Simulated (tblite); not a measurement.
# C4H13NSi2: the cost of one run

Computed with tblite 0.8.0 and PySCF 2.14.0, with density-fitted response routines of our own, on a single molecule in the gas phase. Atoms are numbered from 0 throughout.

## 1. The molecule as given

20 atoms, charge 0, multiplicity 1; geometry from: force field or distance geometry start.

Bonds of the start (Å): C0–C1 1.33, C1–N2 1.42, N2–C3 1.47, C3–C4 1.48, N2–Si5 1.77, Si5–Si6 2.22, C0–H7 1.11, C0–H8 1.08, C1–H9 1.07, C3–H10 1.10, C3–H11 1.14, C4–H12 1.13, C4–H13 1.11, C4–H14 1.12, Si5–H15 1.50, Si5–H16 1.48, Si6–H17 1.45, Si6–H18 1.48, Si6–H19 1.50.

## 2. Optimising the geometry with GFN2-xTB

Job settings and geometry (Å):

```
{"job": {"kind": "relax", "xc": "GFN2-xTB", "basis": "xTB"}, "charge": 0, "multiplicity": 1}
C      0.193200     2.066600     1.245500
C     -0.484000     1.306900     0.383500
N     -0.351000    -0.107800     0.348100
C     -1.613500    -0.856700     0.318200
C     -2.405400    -0.714200    -0.927200
Si     1.193000    -0.978100     0.287800
Si     2.807900     0.113600    -0.777800
H     -0.004400     3.153700     1.172600
H      0.878500     1.666700     1.975300
H     -1.158200     1.779300    -0.300300
H     -2.198200    -0.672400     1.234400
H     -1.280800    -1.946300     0.387000
H     -3.479000    -0.530200    -0.612900
H     -2.359000    -1.671100    -1.488600
H     -2.030900     0.081900    -1.614600
H      1.692600    -1.285700     1.666100
H      0.942500    -2.296000    -0.339700
H      2.392300     0.744100    -2.021400
H      3.429100     1.091200     0.149700
H      3.830100    -0.934600    -1.088800
```

Started as:

```console
$ OMP_NUM_THREADS=1 python probes_run.py task.json out
```

The driver reads the jobs from task.json and runs them one after another.

Q: Estimate the wall time and peak memory of this first job on 1 thread of Arm Neoverse N1, shared host.

About 2.3 s, with a peak of 0.18 GiB.
